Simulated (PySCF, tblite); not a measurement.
**C4H14OSSi2: geometry, infrared bands and NMR shifts**

Wanted: the infrared bands and NMR shifts of C4H14OSSi2 (`C[S@@](=O)CCC([SiH3])[SiH3]`), by calculation.

Programs: tblite 0.8.0 and PySCF 2.14.0, with density-fitted response routines of our own. Each step states its level of theory. These are calculated values for one molecule in the gas phase, unless marked as measured. Atoms are numbered from 0 throughout.

## 1. The molecule as given

22 atoms, charge 0, multiplicity 1; geometry from: force field or distance geometry start.

Bonds of the start (Å): C0–S1 1.81, S1–O2 1.51, S1–C3 1.80, C3–C4 1.48, C4–C5 1.50, C5–Si6 1.86, C5–Si7 1.85, C0–H8 1.12, C0–H9 1.11, C0–H10 1.11, C3–H11 1.11, C3–H12 1.12, C4–H13 1.11, C4–H14 1.13, C5–H15 1.11, Si6–H16 1.48, Si6–H17 1.46, Si6–H18 1.47, Si7–H19 1.48, Si7–H20 1.46, Si7–H21 1.46.

## 2. Optimising the geometry with GFN2-xTB

Job settings and geometry (Å):

```
{"job": {"kind": "relax", "xc": "GFN2-xTB", "basis": "xTB"}, "charge": 0, "multiplicity": 1}
C      3.237300    -0.592700    -0.215000
S      2.468500     1.020600     0.090300
O      2.445100     1.731200    -1.244100
C      0.749100     0.748400     0.547600
C      0.116300     0.051100    -0.591400
C     -1.340600    -0.275300    -0.431800
Si    -1.685300    -1.395800     1.012500
Si    -2.479600     1.177400    -0.487500
H      4.253300    -0.454000    -0.660100
H      2.668900    -1.206900    -0.937200
H      3.383100    -1.183600     0.713200
H      0.285800     1.726800     0.772200
H      0.719900     0.187000     1.518500
H      0.666000    -0.889500    -0.818100
H      0.208000     0.749400    -1.479000
H     -1.603600    -0.875900    -1.328600
H     -2.938500    -2.106200     0.675800
H     -1.918100    -0.650700     2.241700
H     -0.639100    -2.415800     1.212700
H     -3.796100     0.652800    -0.931000
H     -2.103800     2.188800    -1.472000
H     -2.707300     1.832300     0.795200
```

Command:

```bash
$ OMP_NUM_THREADS=1 python probes_run.py task.json out
```

This one command runs all jobs of the session in turn.

**Question.** This job is followed by: GFN2-xTB harmonic vibrations, gas phase; GIAO PBE0/pcSseg-1 NMR shielding, non-relativistic, gas phase. Predict these results of the whole session: strongest single infrared mode (GFN2-xTB); zero-point energy (GFN2-xTB); 13C shifts against TMS (PBE0/pcSseg-1); 1H shifts against TMS (PBE0/pcSseg-1, means over atoms taken as alike); 33S shifts against CS2 (PBE0/pcSseg-1); 17O shifts against H2O (PBE0/pcSseg-1); 29Si shifts against TMS (PBE0/pcSseg-1).

The runs gave:

```
                                                              quantity                                               value
                             strongest single infrared mode (GFN2-xTB)                                781 cm⁻¹, 616 km/mol
                                          zero-point energy (GFN2-xTB)                                      101.7 kcal/mol
                                13C shifts against TMS (PBE0/pcSseg-1)                           54.3, 42.4, 19.4, 1.2 ppm
1H shifts against TMS (PBE0/pcSseg-1, means over atoms taken as alike)  3.98, 3.94, 2.92, 2.52, 2.15, 1.81, 1.79, 0.90 ppm
                                33S shifts against CS2 (PBE0/pcSseg-1)                                             298 ppm
                                17O shifts against H2O (PBE0/pcSseg-1)                                            42.9 ppm
                               29Si shifts against TMS (PBE0/pcSseg-1)                                    -65.5, -67.6 ppm
```

What this shows: Over 91 steps the energy fell by 0.605 eV; of the close pairs, S1–C3 changed most, 1.800 to 1.864 Å. No mode is imaginary among the 60: a minimum at this level. The strongest single mode, at 781 cm⁻¹, is spread over several atoms, H20, H21, H17, H19 among them. GFN2-xTB is a fitted tight-binding method: band positions and strengths are rough. Its intensities can rank the bands wrongly. At PBE0/pcSseg-1: The largest span, 429 ppm, is at O2, where the paramagnetic term is -106 ppm.
